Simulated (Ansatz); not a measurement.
# SiSCl3 radical: up Jacob's ladder to CCSD(T)

The task here is to estimate one member of a computed series from the others.

Program: Ansatz 0.2.0, Gaussian basis. Level of theory: functionals in def2-TZVPP, the program's frozen cores in correlated methods. These are calculated values, not measurements.

The runs, in order: LDA (SPW92), PBE-D4, revPBE-D4, BLYP-D4, r2SCAN-D4, B97M-V, PBE0-D4, B3LYP-D4, r2SCANh-D4, r2SCAN0-D4, HSE06-D4, BHLYP-D4, CAM-B3LYP-D4, LC-ωPBE, ωB97X-V, ωB97M-V, B2PLYP, PBE-QIDH; CCSD(T)/def2-SVP; CCSD(T)/def2-TZVPP; MP2/def2-QZVPP; extrapolation to the limit; RPA on PBE.

## Structure used throughout

All runs share one geometry, relaxed beforehand with PBE0-D4 in a triple-zeta def2 set.

5 atoms, charge 0, spin multiplicity 2.

Atoms are counted from 1 here; the program's logs count them from 0.

Bond lengths: S1–Si2 2.097 Å, Si2–Cl3 2.032 Å, Si2–Cl4 2.029 Å, Si2–Cl5 2.029 Å. Angles: S1–Si2–Cl3 104.2°, S1–Si2–Cl4 112.6°, S1–Si2–Cl5 112.6°, Cl3–Si2–Cl4 110.0°, Cl3–Si2–Cl5 110.0°, Cl4–Si2–Cl5 107.4°.

Set-up of the first run:

Input file in.yaml:

```yaml
crystal:
  periodic: [false, false, false]
  atoms:
    - {symbol: S, position_ang: [-0.957708, -0.126041, 1.840653]}
    - {symbol: Si, position_ang: [-0.006642, 0.003745, -0.023666]}
    - {symbol: Cl, position_ang: [1.606381, -1.219432, 0.152065]}
    - {symbol: Cl, position_ang: [-1.189584, -0.622665, -1.548791]}
    - {symbol: Cl, position_ang: [0.597453, 1.890794, -0.461662]}
basis:
  gaussian: {orbitals: def2-TZVPP}
magnetization: {spin_polarized: true, initial_magnetization: 1}
hamiltonian: {xc: lda}
output: {orbitals: {seedname: orbitals}}
```

Started as:

```console
$ ansatz run in.yaml --threads 4 --pin off --events-out ev --progress --plain --max-ram 10444MiB
```

Steps of the session up to this table: LDA; PBE-D4 (GGA); revPBE-D4 (GGA); BLYP-D4 (GGA); r2SCAN-D4 (meta-GGA); B97M-V (meta-GGA); PBE0-D4 (hybrid); B3LYP-D4 (hybrid); r2SCANh-D4 (hybrid); r2SCAN0-D4 (hybrid); HSE06-D4 (hybrid); BHLYP-D4 (hybrid); CAM-B3LYP-D4 (range-separated); LC-ωPBE (range-separated); ωB97X-V (range-separated); ωB97M-V (range-separated); B2PLYP (double hybrid); PBE-QIDH (double hybrid).

One of the session's tables, all rows but one given; the rest of the session is left out.

It belongs to the step «Orbital energies across the functionals». 

```
  functional  HOMO (eV)  LUMO (eV)  gap (eV)
 LDA (SPW92)      -6.81      -6.77      0.05
      PBE-D4      -6.73      -6.32      0.40
   revPBE-D4      -6.68      -6.21      0.48
     BLYP-D4          ?          ?         ?
   r2SCAN-D4      -7.08      -6.02      1.06
      B97M-V      -7.12      -6.17      0.95
     PBE0-D4      -8.07      -5.27      2.80
    B3LYP-D4      -7.79      -5.61      2.18
  r2SCANh-D4      -7.56      -5.62      1.94
  r2SCAN0-D4      -8.28      -5.02      3.26
    HSE06-D4      -7.66      -5.66      2.01
    BHLYP-D4      -9.21      -4.13      5.08
CAM-B3LYP-D4      -9.42      -4.14      5.28
     LC-ωPBE     -10.90      -2.72      8.18
     ωB97X-V     -10.49      -3.19      7.30
     ωB97M-V     -10.25      -3.27      6.99
```

Estimate the missing values for BLYP-D4.

Worked estimate for «HOMO (eV)». Against the share of exact exchange, B3LYP-D4 (0.2, -7.79), BHLYP-D4 (0.5, -9.21) give a slope of -4.73 per unit share; at 0 the line stands at -6.84.

**Answer.** HOMO (eV): -6.54; LUMO (eV): -6.23; gap (eV): 0.31. In «HOMO (eV)» the line misses by -0.30.
